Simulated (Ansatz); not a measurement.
# Ta5Si3N: the cost of one run

Computed with Ansatz 0.2.0 (DFT PBEsol, scalar-relativistic, plane waves, PAW, unless a step's input says otherwise).

**1. The system as given**

Symmetry: P6_3/mcm, No. 193, hexagonal system. Conventional cell: a = 7.416 Å, b = 7.416 Å, c = 5.349 Å, α = 90.00°, β = 90.00°, γ = 120.00°. Ta (site symmetry m2m) has 2 N at 2.19 Å and 5 Si at 2.62 to 2.96 Å in its first shell of neighbours. Ta (site symmetry 32) is surrounded by 6 Si at 2.62 Å and 2 Ta at 2.67 Å. Si (site symmetry m2m) has 9 Ta at 2.62 to 2.96 Å in its first shell of neighbours. N (site symmetry -3m) has 6 Ta at 2.19 Å in its first shell of neighbours.

Structure file:

```xyz
18
Lattice="7.4163 0.0000 0.0000 -3.7081 6.4227 0.0000 0.0000 0.0000 5.3494" Properties=species:S:1:pos:R:3 pbc="T T T"
Ta   -2.8383    4.9161    1.3374
Ta   -0.8698    1.5066    4.0121
Ta    0.8698    1.5066    1.3374
Ta    2.8383    4.9161    4.0121
Ta    5.6767    0.0000    1.3374
Ta    1.7396    0.0000    4.0121
Ta    3.7081    2.1409    0.0000
Ta    0.0000    4.2818    0.0000
Ta    0.0000    4.2818    2.6747
Ta    3.7081    2.1409    2.6747
Si   -1.5036    2.6043    1.3374
Si   -2.2045    3.8183    4.0121
Si    2.2045    3.8183    1.3374
Si    1.5036    2.6043    4.0121
Si    3.0072    0.0000    1.3374
Si    4.4090    0.0000    4.0121
N     0.0000    0.0000    0.0000
N     0.0000    0.0000    2.6747
```

It goes back to an entry of the Materials Project, which need not be the stable form.

It is the result of an earlier relaxation at this level (volume 14.16 Å³/atom; gap on the mesh: none (metal)).

**2. The cell scaled to 0.97 of its volume**

input.yaml

```yaml
crystal:
  lattice:
    - [7.3413551592, 0.0, 0.0]
    - [-3.6706775796, 6.3578000661, 0.0]
    - [0.0, 0.0, 5.2953862785]
  atoms:
    - { symbol: Ta, position: [0.0, 0.7654320726, 0.25] }
    - { symbol: Ta, position: [0.0, 0.2345679274, 0.75] }
    - { symbol: Ta, position: [0.2345679274, 0.2345679274, 0.25] }
    - { symbol: Ta, position: [0.7654320726, 0.7654320726, 0.75] }
    - { symbol: Ta, position: [0.7654320726, 0.0, 0.25] }
    - { symbol: Ta, position: [0.2345679274, 0.0, 0.75] }
    - { symbol: Ta, position: [0.6666666667, 0.3333333333, 0.0] }
    - { symbol: Ta, position: [0.3333333333, 0.6666666667, 0.0] }
    - { symbol: Ta, position: [0.3333333333, 0.6666666667, 0.5] }
    - { symbol: Ta, position: [0.6666666667, 0.3333333333, 0.5] }
    - { symbol: Si, position: [0.0, 0.4054908318, 0.25] }
    - { symbol: Si, position: [0.0, 0.5945091682, 0.75] }
    - { symbol: Si, position: [0.5945091682, 0.5945091682, 0.25] }
    - { symbol: Si, position: [0.4054908318, 0.4054908318, 0.75] }
    - { symbol: Si, position: [0.4054908318, 0.0, 0.25] }
    - { symbol: Si, position: [0.5945091682, 0.0, 0.75] }
    - { symbol: "N", position: [0.0, 0.0, 0.0] }
    - { symbol: "N", position: [0.0, 0.0, 0.5] }
basis:
  ecutwfc: 420
kpoints:
  mp_grid: { grid: [6, 6, 8] }
hamiltonian:
  xc: pbesol
scf:
  occupations: { method: gaussian, width: 0.1 }
output:
  forces: true
  stress: true
  eigenvalues: true
relax:
  adjacent_minimum: "off"
  f_tol: 0.01
  max_steps: 30
  cell: { stress_tol: 0.1, fix: [volume] }
```

Started as:

```sh
ansatz run input.yaml --threads 4 --pin off --max-ram 10240MiB --backend cpu --events-out ev --progress --plain --runs-dir out
```

Q: Estimate wall time and peak memory on 4 threads of Oxide Virtual Turin-like (Zen 5), shared host.

About 61 s, with a peak of 1.3 GiB.
